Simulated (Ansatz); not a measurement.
# YbRu2Si2: the cost of one run

Method: DFT r²SCAN, scalar-relativistic, plane waves, PAW, in Ansatz 0.2.0.

2 further runs of the same task are left out: 2 set aside as unsound or not needed.

### 1 The structure to begin with

Symmetry: I4/mmm, No. 139, tetragonal system. The conventional cell has a = 3.955 Å, b = 3.955 Å, c = 10.357 Å, α = 90.00°, β = 90.00°, γ = 90.00°. Yb (site symmetry 4/mmm) is surrounded by 8 Si at 3.09 Å and 8 Ru at 3.26 Å. Ru (site symmetry -4m2) is surrounded by 4 Si at 2.36 Å. Si (site symmetry 4mm) is surrounded by 4 Ru at 2.36 Å and 1 Si at 2.61 Å and 4 Yb at 3.09 Å.

Structure file:

```xyz
5
Lattice="-1.9774 1.9774 5.1786 1.9774 -1.9774 5.1786 1.9774 1.9774 -5.1786" Properties=species:S:1:pos:R:3 pbc="T T T"
Yb    0.0000    0.0000    0.0000
Ru    0.0000    1.9774    2.5893
Ru    1.9774    0.0000    2.5893
Si    0.0000    0.0000    3.8736
Si    0.0000    0.0000    6.4836
```

The cell is the measured one, not relaxed. At r²SCAN, an earlier run found 3.98 GPa for this cell of 16.200 Å³/atom (10×10×10 mesh), metallic. The cell is compressed at this level.

### 2 Bands on a fine mesh, Fermi surface

The input, input.yaml:

```yaml
crystal:
  lattice:
    - [-1.977448224, 1.977448224, 5.1785649036]
    - [1.977448224, -1.977448224, 5.1785649036]
    - [1.977448224, 1.977448224, -5.1785649036]
  atoms:
    - { symbol: Yb, position: [0.0, 0.0, 0.0] }
    - { symbol: Ru, position: [0.75, 0.25, 0.5] }
    - { symbol: Ru, position: [0.25, 0.75, 0.5] }
    - { symbol: Si, position: [0.374, 0.374, 0.0] }
    - { symbol: Si, position: [0.626, 0.626, 0.0] }
basis:
  ecutwfc: 500
  ecutrho_ratio: 4
kpoints:
  mp_grid: { grid: [10, 10, 10] }
hamiltonian:
  xc: r2scan
scf:
  occupations: { method: gaussian, width: 0.05 }
output:
  forces: true
  stress: true
  eigenvalues: true
  eigenstates:
    nscf_kmesh: { grid: [16, 16, 16] }
    de_dk: true
    e_range: [-2.5, 2.5]
  write_density: true
  write_potential: true
  elf: true
  volumetric_format: npy
```

Command:

```bash
> ansatz run input.yaml --threads 8 --pin off --max-ram 15360MiB --backend cpu --events-out ev --progress --plain --runs-dir out
```

What time and memory should one allow on 8 threads of Arm Neoverse V1, shared host?

About 24 s, with a peak of 1.3 GiB.
